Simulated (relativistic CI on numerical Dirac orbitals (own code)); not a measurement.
**Pr²⁺: 4f valence photoemission multiplets**

Wanted: the shape of the 4f valence photoemission spectrum of Pr²⁺ in 4 surroundings, from the same atomic integrals.

Method: Dirac-Coulomb-Breit CI, KLI orbitals optimised for each configuration, model QED (radiative potential, 1s self-energy scaled to tabulated hydrogen-like ionisation energies), multiplet model of photoemission in the sudden approximation. Code: relativistic CI on numerical Dirac orbitals (own code) version 1.

## Step 1: Starting point

* ion: Pr²⁺ (Pr III)
* nuclear charge: 59
* electrons: 57
* configurations: [Xe] 4f3 → [Xe] 4f2
* temperature: 300 K
* widths: Lorentz 0.1 eV, Gauss 0.3 eV
* surrounding 1: free ion
* surrounding 2: C2v, B20 = 430, B22 = 60, B40 = 140, B42 = -200, B44 = -370, B60 = -40, B62 = -190, B64 = 160, B66 = 310 cm⁻¹
* surrounding 3: Oh, B40 = 1060, B60 = 200 cm⁻¹
* surrounding 4: D3d, B20 = 80, B40 = 220, B43 = 1070, B60 = -180, B63 = 140, B66 = 300 cm⁻¹

## Step 2: Surrounding 1: free ion

Settings of the run:

```ini
atom Pr  Z=59  charge=2  electrons=57
nucleus A=141  rms_radius_fm=4.8919
hamiltonian dirac-coulomb  breit=on  qed=on  c_scale=1
orbitals kli  potential=per-configuration
slater_scale 1
correlation none
mixing on
configurations
  [Xe] 4f3
  [Xe] 4f2
end
photoemission 4f valence T=300 lorentz=0.1 gauss=0.3
crystal_field free
```

## Step 3: Surrounding 2: C2v, B20 = 430, B22 = 60, B40 = 140, B42 = -200, B44 = -370, B60 = -40, B62 = -190, B64 = 160, B66 = 310

Settings: those of step 2 with these lines changed.

```diff
@@ -12,2 +12,2 @@
 photoemission 4f valence T=300 lorentz=0.1 gauss=0.3
-crystal_field free
+crystal_field C2v B20=430 B22=60 B40=140 B42=-200 B44=-370 B60=-40 B62=-190 B64=160 B66=310
```

## Step 4: Surrounding 3: Oh, B40 = 1060, B60 = 200

Settings: those of step 3 with these lines changed.

```diff
@@ -12,2 +12,2 @@
 photoemission 4f valence T=300 lorentz=0.1 gauss=0.3
-crystal_field C2v B20=430 B22=60 B40=140 B42=-200 B44=-370 B60=-40 B62=-190 B64=160 B66=310
+crystal_field Oh B40=1060 B60=200
```

## Step 5: Surrounding 4: D3d, B20 = 80, B40 = 220, B43 = 1070, B60 = -180, B63 = 140, B66 = 300

Settings: those of step 4 with these lines changed.

```diff
@@ -12,2 +12,2 @@
 photoemission 4f valence T=300 lorentz=0.1 gauss=0.3
-crystal_field Oh B40=1060 B60=200
+crystal_field D3d B20=80 B40=220 B43=1070 B60=-180 B63=140 B66=300
```

(Steps that only read results are left out.)

Q: Predict the outcome of this session. Wanted: highest peak, first run; ground spin.

**Answer**, as computed:

| surrounding | ground S | centroid (eV) | spread (eV) | up to four highest peaks (% of the highest), eV |
| --- | --- | --- | --- | --- |
| 1: free | 1.49 | 19.69 | 0.34 | 19.5 (100), 20.3 (32) |
| 2: C2v | 1.49 | 19.69 | 0.34 | 19.5 (100), 20.3 (31) |
| 3: Oh | 1.49 | 19.69 | 0.34 | 19.5 (100), 20.3 (31) |
| 4: D3d | 1.49 | 19.69 | 0.34 | 19.5 (100), 20.3 (31) |

| quantity | value |
| --- | --- |
| highest peak, first run | 19.5 eV |
| ground spin (effective S from ⟨S²⟩) | 1.49 |

In words: The highest peak stays in place, within the step of the energy grid, in all surroundings. Energies are those of the free ion without screening by ligands; binding energies in solids differ by tens of eV.
